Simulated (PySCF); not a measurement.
# TaOOH: relaxation and vibrations of the singlet

The task is one start of a wider search on TaOOH: the singlet, from a bent start. It is relaxed, tested by its Hessian and followed downhill if it is a saddle.

Program: PySCF 2.14.0. Level of theory: PBE0, basis Ta def2-TZVP with ECP60, O def2-TZVP, H def2-TZVP, scalar-relativistic core potentials, no spin–orbit coupling, density fitting. These are calculated values, not measurements.

## 1. Starting geometry

4 atoms, charge 0, spin multiplicity 1.

Bond lengths: Ta1–O2 1.830 Å, Ta1–O3 2.090 Å, O3–H4 0.960 Å. Angles: O2–Ta1–O3 110.0°, Ta1–O3–H4 130.0°.

Coordinates in bohr (charge 0 multiplicity 1):
```
Ta    0.0000    0.0000    0.0000
O     2.8327    0.0000    1.9835
O    -3.2352    0.0000    2.2654
H    -4.1905    1.3897    2.9342
```

## 2. Finding the electronic state

One driver script runs all steps and calls PySCF; scf.py shows how it sets up the SCF of each step. The optimiser is the driver's own. After this first run the driver tries any further starts and a stability analysis.

File scf.py:

```python
from pyscf import gto, scf, dft
mol = gto.M(atom='''
Ta     0.000000     0.000000     0.000000
O      1.499000     0.000000     1.049600
O     -1.712000     0.000000     1.198800
H     -2.217500     0.735400     1.552700''',
    basis={'Ta': 'def2-TZVP', 'O': 'def2-TZVP', 'H': 'def2-TZVP'},
    ecp={'Ta': 'def2-TZVP'},
    charge=0, spin=0)
mf = dft.RKS(mol, xc='PBE0')
mf.grids.atom_grid = (50, 194)
aux = {'Ta': 'def2-universal-JKFIT', 'O': 'def2-universal-JKFIT', 'H': 'def2-universal-JKFIT'}
mf = mf.density_fit(auxbasis=aux)
mf.conv_tol = 1e-08
mf.diis_space = 10
mf.max_cycle = 60
mf.init_guess = 'minao'
mf.verbose = 4
mf.kernel()
```

On the command line:

```
$ OMP_NUM_THREADS=4 python axn.py task.json out
```

Further steps of the session: Bent start, singlet: relaxation; Frequencies; A spin-polarised start; Hessian and properties.

**Question.** What will these runs give? Wanted: minimum; geometry; wavenumbers; dipole moment; highest occupied, lowest empty level; polar-tensor charge of Ta1; zero-point energy; atomisation energy; ⟨S²⟩.

**Answer**, as computed:

| quantity | value |
| --- | --- |
| minimum | broken-symmetry (Ms = 0), Cs |
| geometry | O–H 0.959 Å, Ta–O 1.701 Å, Ta–O 1.870 Å; H–O–Ta 130.7°, O–Ta–O 111.0° |
| wavenumbers (cm⁻¹) | 207, 429, 576, 730, 1030, 3919 |
| dipole moment | 2.19 D |
| highest occupied, lowest empty level (either spin) | -5.77, -2.28 eV |
| polar-tensor charge of Ta1 | +1.12 e |
| zero-point energy | 41.2 kJ/mol |
| entropy at 298.15 K | 291.4 J/(mol K) |
| atomisation energy (no zero-point energy) | 1684 kJ/mol |
| ⟨S²⟩ | 0.549 |

**Reading.** From C1 at the start the molecule goes to a Cs minimum. The determinant is spin-contaminated (⟨S²⟩ = 0.55 against 0.00), so it is no pure spin state. In the infrared the band at 3919 cm⁻¹ leads. Only this shape and spin were tried, so other structures or states may lie lower. The SCF density has lower symmetry than the nuclear frame. Spin–orbit coupling, left out here, can matter for elements this heavy.
